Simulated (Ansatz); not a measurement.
## Cl2GeHI, SMILES [Cl][GeH]([Cl])[I]: a ladder of methods at one geometry

Program: the Ansatz DFT code, driven from Python.

The script reads `cl2gehi.xyz`:
```text
5

Cl   -0.93320   -0.37960    1.90270
Ge    0.07650    0.11420    0.05790
Cl    1.71590   -1.24370   -0.17710
I    -1.41790   -0.13160   -1.91960
H     0.60850    1.56700    0.09470
```

Script `cl2gehi.py`:
```python
# -*- coding: utf-8 -*-
'''Cl2GeHI at several levels of theory.'''

from pathlib import Path

import ansatz
import numpy as np

mol = ansatz.Crystal.molecule_from_extxyz('cl2gehi.xyz')

job = mol.calculation().basis(gaussian='def2-SVP')

print('functional    E (Ha)        dipole (D)   HOMO (eV)  LUMO (eV)')
for name in ['cam_b3lyp', 'lc_wpbe', 'blyp', 'r2scan0', 'hf']:
    summary = job.functional(name).forces().orbitals().run(runs_dir='runs').report
    lines = Path(summary['orbitals_path']).read_text().splitlines()
    field_of = lambda key: [line.split('=')[1].strip() for line in lines if line.startswith(key)]
    orbitals = [(27.211386 * float(e), s, float(n)) for e, s, n in zip(field_of('Ene='), field_of('Spin='), field_of('Occup='))]
    homo = max(e for e, _, n in orbitals if n > 0.5)
    lumo = min(e for e, _, n in orbitals if n < 0.5)
    dipole = 4.803205 * np.linalg.norm(summary['charge_distribution']['dipole_moment_e_ang'])
    print(f'{name:10s} {summary["free_energy_ev"] / 27.211386246:14.6f} {dipole:9.3f} {homo:11.3f} {lumo:10.3f}')
```

```console
$ python cl2gehi.py
functional    E (Ha)        dipole (D)   HOMO (eV)  LUMO (eV)
cam_b3lyp    -3295.417765     1.339      -9.307     -0.923
lc_wpbe      -3294.780007     1.481     -10.768      0.147
blyp         -3295.256300     1.148      -6.632     -2.701
r2scan0      -3295.282762     1.428      -8.363     -1.963
hf           -3291.174734     1.531     -10.733      1.674
```

Total energies depend on the basis set; only differences at equal settings carry meaning. The geometry is a force-field or estimated start, not a minimum of this method, and the basis set is short of its limit. A lower total doesn't mark the better method: functionals have no common bound, and MP2 and coupled cluster aren't variational. def2 sets replace the cores of elements past krypton by effective core potentials. Levels such as HOMO and LUMO are orbital energies: with these approximate functionals they aren't the ionisation energy and electron affinity, and their gap isn't the fundamental gap. Timing: 28 s on 1 thread of Arm Neoverse V2, on a shared host, peak memory 0.35 GiB.

(A comment or docstring line of the script was reworded after the run, the code is as it ran; lines on the test bed's own set-up are left out of the output.)
